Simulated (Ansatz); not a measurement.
# C₃H₉BO: basis-set convergence

One table from this session's results is given with a row withheld; the runs are named, their logs left out.

The runs use Ansatz 0.2.0, Gaussian basis; one geometry, several basis sets.

The runs, in order: PBE0-D4/def2-SVP; ωB97M-V/def2-SVP; PBE0-D4/def2-QZVPP; ωB97M-V/def2-QZVPP; CCSD(T)/cc-pV(D+d)Z; CCSD(T)/cc-pV(T+d)Z; MP2/cc-pV(Q+d)Z; the functionals' def2-TZVPP values are taken from earlier runs.

### The relaxed structure

All runs share one geometry, relaxed beforehand with PBE0-D4 in a triple-zeta def2 set.

SMILES `[BH3-][O+]=C(C)C`, 14 atoms, charge 0, spin multiplicity 1.

Atoms are counted from 1 here; the program's logs count them from 0.

Bond lengths: B1–O2 1.588 Å, B1–H6 1.203 Å, B1–H7 1.217 Å, B1–H8 1.217 Å, O2–C3 1.233 Å, C3–C4 1.477 Å, C3–C5 1.484 Å, C4–H9 1.095 Å, C4–H10 1.088 Å, C4–H11 1.095 Å, C5–H12 1.094 Å, C5–H13 1.094 Å, C5–H14 1.088 Å. Angles: O2–B1–H6 104.6°, O2–B1–H7 105.4°, O2–B1–H8 105.4°, H6–B1–H7 114.3°, H6–B1–H8 114.3°, H7–B1–H8 111.7°, B1–O2–C3 124.1°, O2–C3–C4 121.3°, O2–C3–C5 118.4°, C4–C3–C5 120.3°, C3–C4–H9 108.4°, C3–C4–H10 112.6°, C3–C4–H11 108.4°, H9–C4–H10 111.3°, H9–C4–H11 104.7°, H10–C4–H11 111.2°, C3–C5–H12 109.4°, C3–C5–H13 109.4° and more.

Set-up of the first run:

in.yaml reads:

```yaml
crystal:
  periodic: [false, false, false]
  atoms:
    - {symbol: B, position_ang: [-1.846048, 0.323444, 0.922059]}
    - {symbol: O, position_ang: [-0.378335, -0.280300, 0.981178]}
    - {symbol: C, position_ang: [0.438883, -0.201210, 0.061425]}
    - {symbol: C, position_ang: [0.106038, 0.482184, -1.205162]}
    - {symbol: C, position_ang: [1.777590, -0.812082, 0.253295]}
    - {symbol: H, position_ang: [-2.330059, 0.048423, 1.988302]}
    - {symbol: H, position_ang: [-2.381828, -0.220206, -0.025657]}
    - {symbol: H, position_ang: [-1.697854, 1.516359, 0.732800]}
    - {symbol: H, position_ang: [-0.201855, 1.507316, -0.973918]}
    - {symbol: H, position_ang: [0.929609, 0.468595, -1.915624]}
    - {symbol: H, position_ang: [-0.788932, 0.012131, -1.626224]}
    - {symbol: H, position_ang: [1.953052, -1.556255, -0.529467]}
    - {symbol: H, position_ang: [2.547964, -0.044755, 0.130496]}
    - {symbol: H, position_ang: [1.858874, -1.272746, 1.235298]}
basis:
  gaussian: {orbitals: def2-SVP}
hamiltonian: {xc: pbe0, dispersion: d4}
output: {orbitals: {seedname: orbitals}}
```

Run with:

```sh
$ ansatz run in.yaml --threads 2 --pin off --events-out ev --progress --plain --max-ram 22528MiB --backend cpu
```

Steps of the session up to this table: PBE0-D4 in def2-SVP; ωB97M-V in def2-SVP; PBE0-D4 in def2-QZVPP; ωB97M-V in def2-QZVPP.

One table of the session follows, with a row left open; its other results are not shown here.

It belongs to the step «Density functionals: the series». 

```
functional       basis  HOMO (eV)  LUMO (eV)
   PBE0-D4    def2-SVP      -7.51      -1.77
   PBE0-D4  def2-TZVPP          ?          ?
   PBE0-D4  def2-QZVPP      -7.62      -1.81
   ωB97M-V    def2-SVP      -9.80       0.50
   ωB97M-V  def2-TZVPP      -9.96       0.45
   ωB97M-V  def2-QZVPP      -9.96       0.41
```

Estimate the missing values for PBE0-D4, def2-TZVPP.

**Answer.** HOMO (eV): -7.61; LUMO (eV): -1.79. In the column «HOMO (eV)» it lies between PBE0-D4, def2-QZVPP (-7.62) and PBE0-D4, def2-SVP (-7.51).
